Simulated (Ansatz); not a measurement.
The system is CrAuS2.

```xyz
4
Lattice="1.7706 1.0223 7.1080 -1.7706 1.0223 7.1080 0.0000 -2.0445 7.1080" Properties=species:S:1:pos:R:3 pbc="T T T"
Au    0.0000    0.0000    0.0000
Cr    0.0000    0.0000   10.6620
S     0.0000    0.0000    2.2962
S     0.0000    0.0000   19.0279
```

The cell comes from a database or a generator and needn't be the stable form of this composition.

```yaml
Program: Ansatz 0.2.0
Task: relaxation of cell and atoms
Functional: revPBE
Potentials_or_basis: Ansatz PAW
Cutoff: "420 eV (not typed: the program's choice for these potentials)"
k_mesh: 9 × 9 × 9
Occupations: fermi-dirac, width 0.05 eV
Spin: collinear spin, ferromagnetic start
Starting_moments: "[0.0, 3.0, 0.0, 0.0] μB"
```

At the start: volume 19.30 Å³/atom.

**Question.** Where does the relaxation end?

**Answer.** It ends after 5 steps and the volume is 20.07 Å³/atom (+4.0 %); space group R-3m (No. 166, to 0.05 Å); moment 3.00 μB per cell.

Step by step:
| step | energy change (eV) | largest force (eV/Å) | volume (Å³) |
| --- | --- | --- | --- |
| 1 | 0.0000 | 0.2256 | 77.20 |
| 2 | -0.0257 | 0.1039 | 79.84 |
| 3 | -0.0276 | 0.0241 | 80.34 |
| 4 | -0.0277 | 0.0004 | 80.30 |
| 5 | -0.0284 | 0.0004 | 80.30 |

Final structure:
```
Au Cr S
1.0
     1.80193    1.04035    7.13873
    -1.80193    1.04035    7.13873
     0.00000   -2.08069    7.13873
Au Cr S
1 1 2
Direct
  0.00000 0.00000 0.00000
  0.50000 0.50000 0.50000
  0.10856 0.10856 0.10856
  0.89144 0.89144 0.89144
```

Caveat: the plane-wave basis is chosen anew once the cell has moved, so the energies of steps on either side of that aren't comparable; a cell with one magnetic atom can't hold antiferromagnetic order, which such compounds often take; the PAW data sets come from PBE, with cores solved anew for the run's functional, which leaves a small shift of forces and pressure.
